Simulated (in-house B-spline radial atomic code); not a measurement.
**Zn¹⁴⁺: ionisation energy by several methods**

How far do functionals differ on the ionisation energy of Zn¹⁴⁺? Each run solves Zn¹⁴⁺ and then the next ion ([Ne] 3s2 3p3).

Method: scalar-relativistic (X2C), several functionals, spin-polarised; spherical all-electron atom at the radial basis limit. Code: in-house B-spline radial atomic code version 1.

## Step 1: The atom as given

| Property | Result |
| --- | --- |
| element | zinc (Z = 30) |
| charge | +14 |
| electrons | 16 |
| configuration | [Ne] 3s2 3p4 |
| nucleus | Fermi, rms radius 3.928 fm |

The outer shells:

[Ne] 3s2 3p4
```
[Ne] core
3s [↑↓]
3p [↑↓][↑ ][↑ ]
```

Where spins are not typed, each open shell is filled with up spins first.

## Step 2: TPSS, a meta-GGA

The run's settings:

```ini
Z = 30
electrons = 16.0
configuration = [Ne] 3s2 3p4
hamiltonian = x2c
method = tpss,tpss
spin_polarised = True
nucleus = fermi
rms_radius = 3.9283
mass_number = 64
atomic_mass = 63.929141776
speed_of_light = 137.035999084
```

Run with:

```sh
> python run_scf.py task.json out
```

The settings of every run stand in task.json; they run in order.

## Step 3: M06-L, a meta-GGA

The settings differ from step 2 so:

```diff
@@ -4,3 +4,3 @@
 hamiltonian = x2c
-method = tpss,tpss
+method = m06l
 spin_polarised = True
```

## Step 4: LDA (VWN5)

The settings differ from step 3 so:

```diff
@@ -4,3 +4,3 @@
 hamiltonian = x2c
-method = m06l
+method = lda,vwn
 spin_polarised = True
```

Q: The tabulated ionisation energy is 490.6 ± 0.6 eV (semi-empirical; NIST Atomic Spectra Database). What does each method give, and which comes nearest?

**Answer**, as computed:

| method | rung | total energy (hartree) | ΔSCF (eV) | −ε highest (eV) | ΔSCF less tabulated (eV) |
| --- | --- | --- | --- | --- | --- |
| LDA (VWN5) | LDA | -1699.8076 | 490.51 | 472.60 (3p down) | -0.09 |
| TPSS | meta-GGA | -1703.0203 | 489.80 | 472.36 (3p down) | -0.80 |
| M06-L | meta-GGA | -1702.9127 | 488.56 | 471.56 (3p down) | -2.04 |

**Reading.** Against the tabulated ionisation energy, 490.6 ± 0.6 eV (semi-empirical; NIST Atomic Spectra Database), the best here is LDA (VWN5) (-0.09 eV) and the worst M06-L (-2.04 eV, or 0.42 %). Relativistic terms that these runs lack can be as large as the gaps between close methods, so the nearest may be so by luck. Open shells are averaged (over orientations, and over spins where the run is restricted), while tables refer to the lowest levels. For the semilocal functionals minus the highest level recovers only 96 to 97 % of their own ΔSCF value, a mark of self-interaction.

Members of this set that are not shown: 4 used exact exchange with fractional occupations of an open shell, which is unsound here.
